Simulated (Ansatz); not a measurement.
This script makes a ranking of polymorphs by energy of 2 structures of LuC2 with the Ansatz DFT code, driven from Python.

`polymorphs_luc2.py`:
```python
"""Which structure of LuC2 is lowest in energy, after relaxing cells and atoms."""

import warnings

import ansatz as az
import numpy as np
import spglib

EXTRA_BANDS = 8
XC = "LDA"
CUTOFF_EV = 630
K_SPACING = 0.3
SMEARING = "fermi_dirac"
SIGMA = 0.05

PHASES = {
    "I4/mmm": (
        [(-1.782956, 1.782956, 3.02895), (1.782956, -1.782956, 3.02895), (1.782956, 1.782956, -3.02895)],
        [
            ("Lu", (0.0, 0.0, 0.0)),
            ("C", (0.607937, 0.607937, 0.0)),
            ("C", (0.392063, 0.392063, 0.0)),
        ],
    ),
    "Immm": (
        [(-1.778046, 2.336754, 2.431506), (1.778046, -2.336754, 2.431506), (1.778046, 2.336754, -2.431506)],
        [
            ("Lu", (0.0, 0.0, 0.0)),
            ("C", (0.640215, 0.5, 0.140215)),
            ("C", (0.359785, 0.5, 0.859785)),
        ],
    ),
}


def build(vectors, sites):
    crystal = az.Crystal(lattice=az.Lattice.of(vectors))
    for symbol, position in sites:
        crystal = crystal.atom(symbol, position)
    return crystal


def compute(name, crystal):
    calc = (
        crystal.calculation()
        .scf(extra_bands=EXTRA_BANDS)
        .functional(XC)
        .initial_density(normalization="atom")
        .basis(CUTOFF_EV)
        .kpoints(spacing=K_SPACING)
        .occupations(SMEARING, width=SIGMA)
        .stress()
        .band_table()
    )
    calc = calc.relax(force_tolerance=0.01, max_steps=60, cell=True)
    return calc.run(threads=1, backend="cpu")


def pressure_gpa(outcome):
    return float(np.trace(outcome.report["stress_gpa"]) / 3)


def space_group(outcome):
    sites = outcome.report["lattice"]["sites"]
    kinds = sorted({site["symbol"] for site in sites})
    cell = (outcome.lattice.cell_ang, [site["position_frac"] for site in sites], [kinds.index(site["symbol"]) for site in sites])
    return spglib.get_spacegroup(cell, symprec=0.01)


def main() -> None:
    warnings.simplefilter("ignore")

    phases = {name: build(*cell) for name, cell in PHASES.items()}

    done = {}
    for name, crystal in phases.items():
        try:
            done[name] = compute(name, crystal)
        except az.NonConvergedError as error:
            print(name, "did not converge:", str(error)[:120])

    energy = {name: o.report["energy_sigma0_ev"] / len(o.lattice.sites) for name, o in done.items()}
    lowest = min(energy.values())
    rows = [(name, len(o.lattice.sites), 1000 * (energy[name] - lowest), pressure_gpa(o), space_group(o)) for name, o in done.items()]
    rows.sort(key=lambda row: row[2])
    print("| phase | atoms | dE (meV/atom) | P (GPa) | space group |")
    print("| --- | --- | --- | --- | --- |")
    for row in rows:
        print(f"| {row[0]} | {row[1]:d} | {row[2]:.1f} | {row[3]:.2f} | {row[4]} |")
    print("order:", " < ".join(row[0] for row in rows))


if __name__ == "__main__":
    main()
```

Which of these structures comes out lowest, and how far apart are they?

By space group at the end of each run: I4/mmm (+0 meV an atom, 11.9 Å³) and Immm (+87 meV an atom, 12.6 Å³).

The output:

```console
$ python polymorphs_luc2.py
| phase | atoms | dE (meV/atom) | P (GPa) | space group |
| --- | --- | --- | --- | --- |
| I4/mmm | 3 | 0.0 | 0.00 | I4/mmm (139) |
| Immm | 3 | 86.5 | 0.01 | Immm (71) |
order: I4/mmm < Immm
```

Reading the output:
- The settings weren't tested for convergence.
- For the metals among these phases the mesh is modest: differences between phases can be off by up to 40 meV an atom.
- Pressure is positive in compression.
- The cells come from databases of deposited and of computed structures, and not all need be stable phases.
- The ranking holds among these structures alone, at zero temperature; the ground state may be another structure. Differences under about 40 meV an atom lie within the error of mesh and functional.
- The whole script took 2.3 min on 1 thread of Arm Neoverse V1, on a shared host, peak memory 0.5 GiB.
